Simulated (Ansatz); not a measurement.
# BiTe, space group R-3m: a convergence test of the plane-wave cutoff

Program: Ansatz's Python interface.

The cells in order, each with its output:

In [1]:
```python
import ansatz as az
from tabulate import tabulate
```

In [2]:
```python
cell = (
    az.Lattice.of([2.42271, 1.39875, 3.31729], [-2.42271, 1.39875, 3.31729], [0.0, -2.7975, 3.31729])
    .atom("Bi", [0.5, 0.5, 0.5])
    .atom("Te", [0.0, 0.0, 0.0])
)

cell.resolved().tree()["lattice"]
```
Out [2]:
```text
((2.42271, 1.39875, 3.31729), (-2.42271, 1.39875, 3.31729), (0.0, -2.7975, 3.31729))
```

In [3]:
```python
model = (
    cell.calculation()
    .functional("lda")
    .kpoints(7)
    .occupations("Marzari-Vanderbilt", width=0.05)  # the run then minimises F = E - TS
)

rows = []
for value in [250, 350, 450, 550]:
    summary = model.basis(value).run(threads=1, backend="cpu").report
    rows.append((value, summary["free_energy_ev"] / len(summary["lattice"]["sites"]), summary["n_iterations"], summary["n_pw"]))
```
```text
DeckWarning: basis.ecutwfc = 250 eV is below the records' recommended 420 eV, and the density's cutoff is lower with it unless basis.ecutrho_ratio is high enough to keep the records' density cutoff: compare with a run at a higher cutoff
DeckWarning: basis.ecutwfc = 350 eV is below the records' recommended 420 eV, and the density's cutoff is lower with it unless basis.ecutrho_ratio is high enough to keep the records' density cutoff: compare with a run at a higher cutoff
```

In [4]:
```python
print(tabulate(rows, headers=["cutoff (eV)", "F/atom (eV)", "iterations", "plane waves"], floatfmt=".4f", tablefmt="simple"))
```
```text
  cutoff (eV)    F/atom (eV)    iterations    plane waves
-------------  -------------  ------------  -------------
          250     -9455.6825             6            627
          350     -9456.5792             6           1013
          450     -9456.5825             6           1487
          550     -9456.5830             6           1969
```

In [5]:
```python
# the last row is the reference
for row in rows[:-1]:
    shift = 1000 * (row[1] - rows[-1][1])
    print(f"{row[0]}: {shift:+.2f} meV/atom" + ("  (within 5 meV)" if abs(shift) < 5 else ""))
```
```text
250: +900.53 meV/atom
350: +3.80 meV/atom  (within 5 meV)
450: +0.53 meV/atom  (within 5 meV)
```

From 350 eV on it stays within 5 meV an atom of the value at 550 eV; the first row (250 eV) is off by 900.5 meV and the last but one by 0.53 meV. The energy falls steadily, as expected when plane waves are added.

Reading the output:
- For a metal this k-point mesh is coarse: on a finer one energies can move by several to tens of meV an atom and pressures by half a GPa or more, differences at one mesh by less.
- Spin-orbit coupling, which matters for elements this heavy, is left out.
- The structure comes from a database of computed cells and needn't be a stable or known phase.
- Warnings are shown shortened and without file and line.
- Shifts are counted from the last row, which is itself no proven limit.
- The whole script took 8.5 s on 1 thread of Arm Neoverse V2, on a shared host, peak memory 0.44 GiB.

(Lines on the test bed's own set-up are left out of the output.)
